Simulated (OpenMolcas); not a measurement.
# Rh⁵⁺ with 4 ligands (hydroxide): CASSCF and CASPT2 levels and susceptibility

Which state of Rh⁵⁺ lies lowest among these ligands, how large is the field, and what χT follows?

Program: OpenMolcas 26.06. Level of theory: state-averaged CASSCF and CASPT2, spin-orbit coupling by RASSI with atomic mean-field integrals. These are calculated values, not measurements, unless marked.

## Step 1: Starting point

```
Species                           : Rh⁵⁺ (rhodium, Z = 45, 40 electrons)
Basis                             : ANO-RCC-VTZP [7s6p4d2f1g], 144 functions with the ligands
Scalar Hamiltonian                : DKH2, point nucleus
Inactive shells                   : 1s 2s 2p 3s 3p 3d 4s 4p of the metal, and all ligand shells
Active space                      : 4 electrons in 5 orbitals (4d)
Some configurations of this space : 4d4
Orbitals                          : optimised for each spin and parity, averaged over all roots
```

The outer shells:

4d4
```
4d [↑ ][↑ ][↑ ][↑ ][  ]
```

Rh⁵⁺ is taken with 4 ligands (hydroxide) in tetrahedron coordination (S4) at 1.85 Å. Ligand basis ANO-RCC-VDZP. The distances are assumed, not relaxed.

```xyz
9

Rh    0.0000    0.0000    0.0000
O     1.0681    1.0681    1.0681
H     0.6831    1.9264    1.3048
O     1.0681   -1.0681   -1.0681
H     1.9264   -0.6831   -1.3048
O    -1.0681    1.0681   -1.0681
H    -1.9264    0.6831   -1.3048
O    -1.0681   -1.0681    1.0681
H    -0.6831   -1.9264    1.3048
```

Each step is its own input file, run in one work folder so that later steps find the files of earlier ones. Labels, J, g values, rates, χT and fits are worked out afterwards by a script from the matrices that RASSI stores.

## Step 2: One- and two-electron integrals

Contents of a.inp:

```
&GATEWAY
Coord
9

Rh 0.0 0.0 0.0
O 1.068098 1.068098 1.068098
H 0.683146 1.926407 1.304777
O 1.068098 -1.068098 -1.068098
H 1.926407 -0.683146 -1.304777
O -1.068098 1.068098 -1.068098
H -1.926407 0.683146 -1.304777
O -1.068098 -1.068098 1.068098
H -0.683146 -1.926407 1.304777
Basis=Rh.ANO-RCC-VTZP,H.ANO-RCC-VDZP,O.ANO-RCC-VDZP
Group=NoSym
NoMove
AngMom=0.0 0.0 0.0
AMFI
RICD
&SEWARD
```

Launch:

```bash
OMP_NUM_THREADS=1 MOLCAS_MEM=2457 MOLCAS_PROJECT=a pymolcas a.inp > a.log
```

## Step 3: CASSCF: quintets, 5 roots

Contents of a.inp:

```
&RASSCF
FileOrb=start.orb
Symmetry=1
Spin=5
nActEl=4 0 0
Inactive=38
Ras2=5
CIRoot=5 5 1
SDav=5
CIMx=300
Iter=150 100
PrWF=0.3
OrbListing=Nothing
MaxOrb=0
LevShft=1.0
>>> COPY $Project.JobIph JOB001
```

start.orb holds start orbitals that the driver prepared beforehand, or those of the step before.

## Step 4: Reference wave functions, triplets, 45 roots

Contents of a.inp:

```
&RASSCF
FileOrb=start.orb
Symmetry=1
Spin=3
nActEl=4 0 0
Inactive=38
Ras2=5
CIRoot=45 45 1
SDav=45
CIMx=300
Iter=150 100
PrWF=0.3
OrbListing=Nothing
MaxOrb=0
LevShft=1.0
>>> COPY $Project.JobIph JOB002
```

## Step 5: CASSCF: singlets, 50 roots

Contents of a.inp:

```
&RASSCF
FileOrb=start.orb
Symmetry=1
Spin=1
nActEl=4 0 0
Inactive=38
Ras2=5
CIRoot=50 50 1
SDav=50
CIMx=300
Iter=150 100
PrWF=0.3
OrbListing=Nothing
MaxOrb=0
LevShft=1.0
>>> COPY $Project.JobIph JOB003
```

## Step 6: RASSI: spin-orbit coupling between the states

Contents of a.inp:

```
&RASSI
NrOfJobIphs=3 5 45 50
1 2 3 4 5
1 2 3 4 5 6 7 8 9 10 11 12 13 14 15 16 17 18 19 20 21 22 23 24 25 26 27
28 29 30 31 32 33 34 35 36 37 38 39 40 41 42 43 44 45
1 2 3 4 5 6 7 8 9 10 11 12 13 14 15 16 17 18 19 20 21 22 23 24 25 26 27
28 29 30 31 32 33 34 35 36 37 38 39 40 41 42 43 44 45 46 47 48 49 50
IphNames
JOB001
JOB002
JOB003
EJob
SpinOrbit
DIPRint=1.0
SOCoupling=1000.0
Subsets=2
Property=9
'ANGMOM' 1 'ANGMOM' 2 'ANGMOM' 3 'MLTPL  1' 1 'MLTPL  1' 2 'MLTPL  1' 3
'AMFI' 1 'AMFI' 2 'AMFI' 3
SOProperty=3
'ANGMOM' 1 'ANGMOM' 2 'ANGMOM' 3
```

## Step 7: CASPT2: IPEA 0.25, imaginary shift 0.1 (closed shells correlated: 4s 4p of the metal, with ligand shells; the Frozen line counts the rest)

Contents of a.inp:

```
>>> COPY JOB001 $Project.JobIph
&CASPT2
Multistate=5 1 2 3 4 5
NoMult
Frozen=18
IPEA=0.25
Imaginary=0.1
MaxIter=60
WThr=0.0 0.3 0.05
PrWF=0.5
NoMix
>>> COPY JOB002 $Project.JobIph
&CASPT2
Multistate=45 1 2 3 4 5 6 7 8 9 10 11 12 13 14 15 16 17 18 19 20 21 22
23 24 25 26 27 28 29 30 31 32 33 34 35 36 37 38 39 40 41 42 43 44 45
NoMult
Frozen=18
IPEA=0.25
Imaginary=0.1
MaxIter=60
WThr=0.0 0.3 0.05
PrWF=0.5
NoMix
>>> COPY JOB003 $Project.JobIph
&CASPT2
Multistate=50 1 2 3 4 5 6 7 8 9 10 11 12 13 14 15 16 17 18 19 20 21 22
23 24 25 26 27 28 29 30 31 32 33 34 35 36 37 38 39 40 41 42 43 44 45 46
47 48 49 50
NoMult
Frozen=18
IPEA=0.25
Imaginary=0.1
MaxIter=60
WThr=0.0 0.3 0.05
PrWF=0.5
NoMix
```

(Steps that only read results are left out.)

**Question.** What will these runs give? Wanted: spin-free ground state; first state of the same spin within the active space; lowest level; next level.

The runs gave:

```
                                            quantity                                                                                                                                          value
                                              method  SS-CASPT2, IPEA 0.25, imaginary shift 0.1 (closed shells correlated: 4s 4p of the metal, with ligand shells; the Frozen line counts the rest)
                              spin-free ground state                                                                                                            singlet, 1-fold in its orbital part
first state of the same spin within the active space                                                                                                                           singlet at 4530 cm⁻¹
                                        lowest level                                                                                                                                         1-fold
                                          next level                                                                                                                                    3002.0 cm⁻¹
                                         χT at 300 K                                                                                                                                 0.06 cm³ K/mol
                           effective moment at 300 K                                                                                                                                        0.68 μB
```

Cost by method:

```csv
method,time of its own steps,time with the reference
A. CASSCF,1.7 min,1.7 min
"B. SS-CASPT2, IPEA 0.25, imaginary shift 0.1, +4s 4p",13 min,15 min
```

Times are of one thread on a shared host.

The spin-free ground state (singlet) is 1-fold and has less than the highest spin computed. Reference weights range from 0.53 to 0.66, which points to intruder states or a small active space for some roots. The bonds are covalent and no ligand orbital is active, so the numbers are rough.
